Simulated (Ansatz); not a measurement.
**SnNH₇: search for a transition state**

Wanted: the transition state of a four-centre ligand exchange (form Sn1–N7, H2–H6 and break Sn1–H2, H6–N7). The guess is relaxed with those distances held, a saddle search follows, and vibrations and two downhill relaxations check it.

The runs use Ansatz 0.2.0, Gaussian basis; PBE0-D4, def2-SVP first, then def2-TZVP.

128 further runs of the same task are left out: 128 set aside as unsound or not needed.

### Step 1. The system as given

The guess: 9 atoms, charge 0, spin multiplicity 1.

Atoms are counted from 1 here; the program's logs count them from 0.

Bond lengths: Sn1–H3 1.701 Å, Sn1–H4 1.707 Å, Sn1–H5 1.722 Å, Sn1–N7 2.453 Å, N7–H8 1.013 Å, N7–H9 1.012 Å. Angles: H3–Sn1–H4 116.7°, H3–Sn1–H5 104.5°, H3–Sn1–N7 112.4°, H4–Sn1–H5 103.4°, H4–Sn1–N7 119.2°, H5–Sn1–N7 96.7°, Sn1–N7–H8 118.3°, Sn1–N7–H9 117.5°, H8–N7–H9 106.0°.

Coordinates:

```csv
atom,x (Å),y (Å),z (Å)
Sn1,-0.98210,-0.51980,-0.12660
H2,0.93910,-1.07420,0.89510
H3,-0.79720,-1.81460,-1.21460
H4,-1.82670,-0.84950,1.31970
H5,-2.01350,0.58910,-0.94640
H6,1.29910,-0.20560,0.60950
N7,0.99720,0.92760,-0.05380
H8,0.93200,1.80410,0.44910
H9,1.45220,1.14290,-0.93200
```

Distances that are to change: Sn1–N7 2.45 Å, H2–H6 0.98 Å, Sn1–H2 2.25 Å, H6–N7 1.35 Å.

### Step 2. Relaxing the guess with the reacting distances held

File hold/in.yaml:

```yaml
crystal:
  periodic: [false, false, false]
  atoms:
    - {symbol: Sn, position_ang: [-0.982100, -0.519800, -0.126600]}
    - {symbol: H, position_ang: [0.939100, -1.074200, 0.895100]}
    - {symbol: H, position_ang: [-0.797200, -1.814600, -1.214600]}
    - {symbol: H, position_ang: [-1.826700, -0.849500, 1.319700]}
    - {symbol: H, position_ang: [-2.013500, 0.589100, -0.946400]}
    - {symbol: H, position_ang: [1.299100, -0.205600, 0.609500]}
    - {symbol: N, position_ang: [0.997200, 0.927600, -0.053800]}
    - {symbol: H, position_ang: [0.932000, 1.804100, 0.449100]}
    - {symbol: H, position_ang: [1.452200, 1.142900, -0.932000]}
basis:
  gaussian: {orbitals: def2-SVP}
hamiltonian: {xc: pbe0, dispersion: d4}
relax: {f_tol: 0.08, max_steps: 120, escape_saddle: false, constraints: [{distance: [0, 6]}, {distance: [1, 5]}, {distance: [0, 1]}, {distance: [5, 6]}]}
```

On the command line:

```
$ ansatz run in.yaml --threads 2 --pin off --events-out ev --progress --plain --max-ram 4352MiB
```

Further steps of the session: Force constants to start from; Saddle search in the small basis; Saddle search in triple zeta; Checking the order of the point; Relaxing after a step of 0.30 Å one way along the mode; Relaxing after a step of 0.30 Å the other way along the mode.

Q: Predict the outcome of this session. Wanted: imaginary mode; barrier from the start side; barrier from the end side; energy of the step; pairs that change; zero-point energy at the saddle.

As calculated:

```
                       quantity                                                     value
                 imaginary mode                                                1464i cm⁻¹
    barrier from the start side                                              182.5 kJ/mol
      barrier from the end side                                              135.0 kJ/mol
             energy of the step                                              +47.5 kJ/mol
              pairs that change  Sn1–N7 formed, H2–H6 formed, Sn1–H2 broken, H6–N7 broken
zero-point energy at the saddle                                                  1.585 eV
```

**Reading.** The point has a single imaginary mode (1464i cm⁻¹), as a transition state must. Going downhill both ways gives the intended start and end. At PBE0-D4/def2-TZVP the electronic barrier is 182.5 kJ/mol, about 74 kT at 298 K, and the step runs 47.5 kJ/mol uphill. With so stiff a mode tunnelling counts: Wigner's rough correction is a factor of 3.1 at 298 K. A step off the saddle overshot and began above it in energy, so the link to its end is likely but not proven. Lower complexes than these ends may exist.
